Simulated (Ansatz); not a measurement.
# CuF: a single-point run

Aim: a sound single-point run of CuF. The structure is shown as the input types it. The cell is built on a prototype (CsCl type) and needn't be the phase found in nature.

Program: Ansatz 0.2.0. Level of theory: density functional or hybrid calculation with the settings of its input, plane waves (as first typed). These are calculated values, not measurements.

7 further runs of the same task are left out: 4 for a known fault of the program, 3 that didn't finish.

## Step 1: The structure to begin with

The structure is cubic, space group Pm-3m (No. 221). Conventional cell: a = 2.738 Å, b = 2.738 Å, c = 2.738 Å, α = 90.00°, β = 90.00°, γ = 90.00°. Cu (site symmetry m-3m) has 8 F at 2.37 Å as nearest neighbours. F (site symmetry m-3m) has 8 Cu at 2.37 Å as nearest neighbours.

The input asks for a charge of +2 e on the cell.

As a file:

```
Cu F
1.0
     2.73846    0.00000    0.00000
     0.00000    2.73846    0.00000
     0.00000    0.00000    2.73846
Cu F
1 1
Direct
  0.00000 0.00000 0.00000
  0.50000 0.50000 0.50000
```

## Step 2: Input and run

File input.yaml:

```yaml
crystal:
  lattice:
    - [2.7384616615, 0.0, 0.0]
    - [0.0, 2.7384616615, 0.0]
    - [0.0, 0.0, 2.7384616615]
  atoms:
    - { symbol: Cu, position: [0.0, 0.0, 0.0] }
    - { symbol: F, position: [0.5, 0.5, 0.5] }
kpoints:
  mp_grid: { grid: [6, 6, 6] }
hamiltonian:
  xc: pbe
scf:
  occupations: { method: fermi_dirac, width: 0.02 }
  n_extra_bands: 4
  max_iter: 62
output:
  forces: true
  stress: true
  eigenvalues: true
total_charge: 2
```

Command:

```bash
> ansatz run input.yaml --threads 4 --pin off --max-ram 3686MiB --backend cpu --events-out ev --progress --plain --runs-dir out
```

What happens when this is run?

The run converged and reported no error. Convergence says nothing about whether the input makes sense.

In the input, total_charge is 2. The typed charge changes the electron count, so this is no longer the system that was meant.

The test: delete total_charge (the default then holds).
